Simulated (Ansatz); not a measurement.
# C2H2ClIn: a ladder of functionals and wavefunction methods

Aim: compute C2H2ClIn with functionals from several rungs and with coupled cluster. The yardstick is the atomisation energy at the CCSD(T) limit.

Computed with Ansatz 0.2.0, Gaussian basis. Level: functionals in def2-TZVPP, the program's frozen cores in correlated methods.

The runs, in order: LDA (SPW92), PBE-D4, revPBE-D4, BLYP-D4, r2SCAN-D4, B97M-V, PBE0-D4, B3LYP-D4, r2SCANh-D4, r2SCAN0-D4, HSE06-D4, BHLYP-D4, CAM-B3LYP-D4, LC-ωPBE, ωB97X-V, ωB97M-V, B2PLYP, PBE-QIDH; CCSD(T)/def2-SVP; CCSD(T)/def2-TZVPP; CCSD(T)/def2-QZVPP; extrapolation to the limit; RPA on PBE.

## 1. The relaxed structure

All runs share one geometry, relaxed beforehand with PBE0-D4 in a triple-zeta def2 set. In takes the def2 core potential; no spin-orbit term is included.

SMILES `C#[C][InH][Cl]`, 6 atoms, charge 0, spin multiplicity 1.

Atoms are counted from 1 here; the program's logs count them from 0.

Bond lengths: C1–C2 1.208 Å, C1–H5 1.067 Å, C2–In3 2.071 Å, In3–Cl4 2.329 Å, In3–H6 1.695 Å. Angles: C2–C1–H5 179.5°, C1–C2–In3 178.9°, C2–In3–Cl4 112.9°, C2–In3–H6 130.6°, Cl4–In3–H6 116.5°.

## 2. LDA

This LDA is Slater exchange with PW92 correlation.

File in.yaml:

```yaml
crystal:
  periodic: [false, false, false]
  atoms:
    - {symbol: C, position_ang: [1.528197, -1.086454, -0.707092]}
    - {symbol: C, position_ang: [0.654058, -0.395971, -0.239298]}
    - {symbol: In, position_ang: [-0.818276, 0.805201, 0.583930]}
    - {symbol: Cl, position_ang: [-2.941304, 0.336341, -0.251700]}
    - {symbol: H, position_ang: [2.293607, -1.700463, -1.125341]}
    - {symbol: H, position_ang: [-0.716293, 2.041336, 1.739490]}
basis:
  gaussian: {orbitals: def2-TZVPP}
hamiltonian: {xc: lda}
output: {orbitals: {seedname: orbitals}}
```

Launch:

```console
> ansatz run in.yaml --threads 2 --pin off --events-out ev --progress --plain --max-ram 20480MiB --backend cpu
```

Further steps of the session: PBE-D4 (GGA); revPBE-D4 (GGA); BLYP-D4 (GGA); r2SCAN-D4 (meta-GGA); B97M-V (meta-GGA); PBE0-D4 (hybrid); B3LYP-D4 (hybrid); r2SCANh-D4 (hybrid); r2SCAN0-D4 (hybrid); HSE06-D4 (hybrid); BHLYP-D4 (hybrid); CAM-B3LYP-D4 (range-separated); LC-ωPBE (range-separated); ωB97X-V (range-separated); ωB97M-V (range-separated); B2PLYP (double hybrid); PBE-QIDH (double hybrid); CCSD(T) in def2-SVP; CCSD(T) in def2-TZVPP; CCSD(T) in def2-QZVPP; RPA on PBE orbitals.

**Question.** What will the summary of the whole plan be? Wanted: atomisation energy, CCSD(T)/CBS; farthest beyond LDA; mean size of error, GGA; mean size of error, meta-GGA; mean size of error, hybrid; mean size of error, range-separated; mean size of error, double hybrid; gap, smallest and largest; T1 diagnostic.

As calculated:

```
                               quantity                                                                                                value
        atomisation energy, CCSD(T)/CBS                                                                                       498.0 kcal/mol
functionals within 5.0 kcal/mol (1.0 %)  r2SCAN-D4, B97M-V, PBE0-D4, r2SCANh-D4, HSE06-D4, CAM-B3LYP-D4, LC-ωPBE, ωB97X-V, ωB97M-V, PBE-QIDH
                    farthest beyond LDA                                                                            BHLYP-D4 (-23.5 kcal/mol)
                mean size of error, GGA                                                                                         8.3 kcal/mol
           mean size of error, meta-GGA                                                                                         1.1 kcal/mol
             mean size of error, hybrid                                                                                         8.2 kcal/mol
    mean size of error, range-separated                                                                                         2.0 kcal/mol
      mean size of error, double hybrid                                                                                         5.2 kcal/mol
              gap, smallest and largest                                                            4.20 eV (LDA (SPW92)), 11.06 eV (LC-ωPBE)
                          T1 diagnostic                                                                                               0.0139
triples share of the correlation energy                                                                                                4.2 %
```

The LDA atomisation energy is off by 72.5 kcal/mol (15 %): it overbinds. PBE-D4 misses by +9.5 kcal/mol. Double hybrids carry the basis error of their MP2 part in triple zeta, and no dispersion term here, so their miss is partly the set-up's. The rungs meta-GGA, range-separated miss on average by less than the doubt on the reference (5.0 kcal/mol), so they tie. Misses under about 5.0 kcal/mol are within the doubt on the reference itself, which lacks core-valence correlation, spin-orbit coupling and higher excitations, and its outer-core shells are covered unevenly. All levels share the lack of spin-orbit coupling, which lowers the free heavy atoms and so the true binding. Hartree-Fock recovers 71 % of the binding; the rest is correlation. CCSD(T) in def2-SVP is off by -29.7 kcal/mol, more than most functionals: a good method in a small basis is no reference. Orbital gaps span 4.2 to 11.1 eV; exact exchange widens them. Correlated methods include outer-core shells of In, which these sets cover unevenly.
